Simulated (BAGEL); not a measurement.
# SiF2 (SMILES F[Si]F) at HF/6-31G(d) (density fitting with qzvpp-jkfit, spherical functions)

Aim: the electronic atomisation energy of SiF2 at HF/6-31G* (density fitting with qzvpp-jkfit, spherical functions), from 3 runs. 

The results are computed with BAGEL 1.2.2.

7 further runs of the same task are left out: 7 set aside as unsound or not needed.

## Step 1: The system as given

The species is SiF2 (3 atoms), meant as a singlet with charge 0. As SMILES, `F[Si]F`. The coordinates come from a PBE0-D4/def2-TZVP relaxation.

Bond lengths: F1–Si2 1.602 Å, Si2–F3 1.602 Å. Angles: F1–Si2–F3 100.6°.

## Step 2: The energy at HF/6-31G(d) (density fitting with qzvpp-jkfit, spherical functions)

File job.json:

```json
{ "bagel" : [

{
  "title" : "molecule",
  "basis" : "6-31gs.json",
  "df_basis" : "qzvpp-jkfit",
  "angstrom" : true,
  "geometry" : [
    { "atom" : "F", "xyz" : [    0.166300,    1.246800,    0.229400 ] },
    { "atom" : "Si", "xyz" : [   -0.594900,   -0.046400,   -0.330100 ] },
    { "atom" : "F", "xyz" : [    0.428600,   -1.200400,    0.100700 ] }
  ]
},
{
  "title" : "hf"
},
{
  "title" : "print",
  "file" : "orbitals.molden",
  "orbitals" : true
}

]}
```

The basis set 6-31G* is read from a file made from the Basis Set Exchange's data (not shown).

Started as:

```sh
$ BAGEL_NUM_THREADS=1 BAGEL job.json > job.out
```

Log:

```text
* using 1 threads per process

  ===============================================================
  ===============================================================

  *** Geometry ***

  { "atom" : "F", "xyz" : [      0.314261,      2.356111,      0.433503 ] },
  { "atom" : "Si", "xyz" : [     -1.124198,     -0.087683,     -0.623799 ] },
  { "atom" : "F", "xyz" : [      0.809937,     -2.268427,      0.190295 ] },

  Number of auxiliary basis functions:      282

  Since a DF basis is specified, we compute 2- and 3-index integrals:
    o Being stored without compression. Storage requirement is 0.005 GB

  Number of basis functions:       46
  Number of electrons      :       32

    * METHOD: MOLECULE                             0.04

  *** RHF ***

  === Nuclear Repulsion ===
   100.6584136052

      * DIIS with orbital gradients will be used.

  === RHF iteration (6-31gs.json) ===
      0       -487.66463930          0.03522408           0.01
      1       -487.79217845          0.02432150           0.01
      2       -487.87970444          0.00122773           0.01
      3       -487.88045024          0.00025759           0.01
      4       -487.88048572          0.00006057           0.01
      5       -487.88048758          0.00000956           0.01
      6       -487.88048762          0.00000135           0.01
      7       -487.88048762          0.00000026           0.01
      8       -487.88048762          0.00000006           0.01
      9       -487.88048762          0.00000003           0.01
     10       -487.88048762          0.00000001           0.01
    * SCF iteration converged.

    * Permanent dipole moment:
           (    0.405430,     0.031609,     0.224965) a.u.

    * METHOD: HF                                   0.12

    * METHOD: PRINT                                0.00

  ===============================================================
```

Run time: 0.48 s. Hardware: 1 thread of Intel Xeon 6975P-C (Granite Rapids), shared host; peak memory 0.078 GiB.

## Step 3: The F atom

File input.json:

```json
{ "bagel" : [

{
  "title" : "molecule",
  "basis" : "6-31gs.json",
  "df_basis" : "qzvpp-jkfit",
  "angstrom" : true,
  "geometry" : [
    { "atom" : "F", "xyz" : [    0.000000,    0.000000,    0.000000 ] }
  ]
},
{
  "title" : "uhf",
  "charge" : 0,
  "nopen" : 1
},
{
  "title" : "print",
  "file" : "orbitals.molden",
  "orbitals" : true
}

]}
```

The basis set 6-31G* is read from a file made from the Basis Set Exchange's data (not shown).

Run the same way, it converges to -99.36340 Eh (log not shown).

## Step 4: The Si atom, same level

File input.json:

```json
{ "bagel": [

{
  "title": "molecule",
  "basis": "6-31gs.json",
  "df_basis": "qzvpp-jkfit",
  "angstrom": true,
  "geometry": [
    { "atom": "Si", "xyz": [    0.000000,    0.000000,    0.000000 ] }
  ]
},
{
  "title": "uhf",
  "nopen": 2
},
{
  "title": "print",
  "file": "orbitals.molden",
  "orbitals": true
}

]}
```

The basis set 6-31G* is read from a file made from the Basis Set Exchange's data (not shown).

Run the same way, it converges to -288.83102 Eh (log not shown).

## Step 5: Summary of results

At HF/6-31G* (density fitting with qzvpp-jkfit, spherical functions):

| quantity | value |
| --- | --- |
| molecule: total energy | -487.88049 Eh |
| molecule: dipole moment | 1.18 D |
| molecule: HOMO energy | -10.91 eV |
| molecule: LUMO energy | 1.24 eV |
| molecule: HOMO–LUMO gap | 12.15 eV |
| F atom: total energy | -99.36340 Eh |
| F atom: dipole moment | 0.00 D |
| F atom: ⟨S²⟩ | 0.753 |
| Si atom: total energy | -288.83102 Eh |
| Si atom: dipole moment | 0.00 D |
| Si atom: ⟨S²⟩ | 2.006 |
| electronic atomisation energy | 8.780 eV |

**Reading.** Taking the molecule apart into free atoms costs 8.78 eV (202 kcal/mol), before zero-point energy and without spin-orbit coupling. Hartree–Fock lacks the correlation of the bonding pairs, which as a rule makes this value much too low; in minimal bases other errors can mask that.
